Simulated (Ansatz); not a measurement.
# C₃H₆O₂Si: small, medium and large basis sets

The task here is to estimate one member of a computed series from the others.

Computed with Ansatz 0.2.0, Gaussian basis. Level: one geometry, several basis sets.

Levels to be run: PBE0-D4/def2-SVP; ωB97M-V/def2-SVP; PBE0-D4/def2-QZVPP; ωB97M-V/def2-QZVPP; the functionals' def2-TZVPP values are taken from earlier runs.

## The geometry

All runs share one geometry, relaxed beforehand with PBE0-D4 in a triple-zeta def2 set.

12 atoms, charge 0, spin multiplicity 1.

Atoms are counted from 1 here; the program's logs count them from 0.

Bond lengths: Si1–C2 1.893 Å, Si1–H7 1.483 Å, Si1–H8 1.482 Å, Si1–H9 1.485 Å, C2–O3 1.443 Å, C2–H10 1.094 Å, C2–H11 1.096 Å, O3–C4 1.305 Å, C4–C5 1.386 Å, C4–O6 1.236 Å, C5–H12 1.094 Å. Angles: C2–Si1–H7 109.6°, C2–Si1–H8 109.6°, C2–Si1–H9 106.7°, H7–Si1–H8 110.4°, H7–Si1–H9 110.1°, H8–Si1–H9 110.3°, Si1–C2–O3 108.8°, Si1–C2–H10 110.9°, Si1–C2–H11 110.6°, O3–C2–H10 109.1°, O3–C2–H11 109.4°, H10–C2–H11 108.1°, C2–O3–C4 114.5°, O3–C4–C5 137.2°, O3–C4–O6 126.2°, C5–C4–O6 96.0°, C4–C5–H12 112.8°.

Set-up of the first run:

File in.yaml:

```yaml
crystal:
  periodic: [false, false, false]
  atoms:
    - {symbol: Si, position_ang: [-1.812556, -0.125459, 1.140384]}
    - {symbol: C, position_ang: [-0.179362, -0.454213, 0.240838]}
    - {symbol: O, position_ang: [0.534514, 0.791849, 0.102317]}
    - {symbol: C, position_ang: [1.437261, 0.796632, -0.839764]}
    - {symbol: C, position_ang: [1.804539, -0.017705, -1.899891]}
    - {symbol: O, position_ang: [2.165415, 1.746295, -1.148836]}
    - {symbol: H, position_ang: [-1.537455, 0.454102, 2.477313]}
    - {symbol: H, position_ang: [-2.644755, 0.801886, 0.337181]}
    - {symbol: H, position_ang: [-2.493817, -1.437506, 1.283575]}
    - {symbol: H, position_ang: [0.440218, -1.160562, 0.801515]}
    - {symbol: H, position_ang: [-0.365448, -0.878396, -0.752236]}
    - {symbol: H, position_ang: [2.728447, -0.572024, -1.708496]}
basis:
  gaussian: {orbitals: def2-SVP}
hamiltonian: {xc: pbe0, dispersion: d4}
output: {orbitals: {seedname: orbitals}}
```

The run is started by

```bash
$ ansatz run in.yaml --threads 4 --pin off --events-out ev --progress --plain --max-ram 10444MiB
```

Steps of the session up to this table: PBE0-D4 in def2-SVP; ωB97M-V in def2-SVP; PBE0-D4 in def2-QZVPP; ωB97M-V in def2-QZVPP.

One of the session's tables, all rows but one given; the rest of the session is left out.

It belongs to the step «Functionals by basis». 

| functional | basis | HOMO (eV) | LUMO (eV) |
| --- | --- | --- | --- |
| PBE0-D4 | def2-SVP | -6.84 | -2.11 |
| PBE0-D4 | def2-TZVPP | ? | ? |
| PBE0-D4 | def2-QZVPP | -7.06 | -2.31 |
| ωB97M-V | def2-SVP | -9.14 | 0.27 |
| ωB97M-V | def2-TZVPP | -9.38 | 0.01 |
| ωB97M-V | def2-QZVPP | -9.41 | -0.09 |

Q: Estimate the row for PBE0-D4, def2-TZVPP from the others.

The run gave: HOMO (eV): -7.03; LUMO (eV): -2.26. In the column «HOMO (eV)» it lies between PBE0-D4, def2-QZVPP (-7.06) and PBE0-D4, def2-SVP (-6.84).
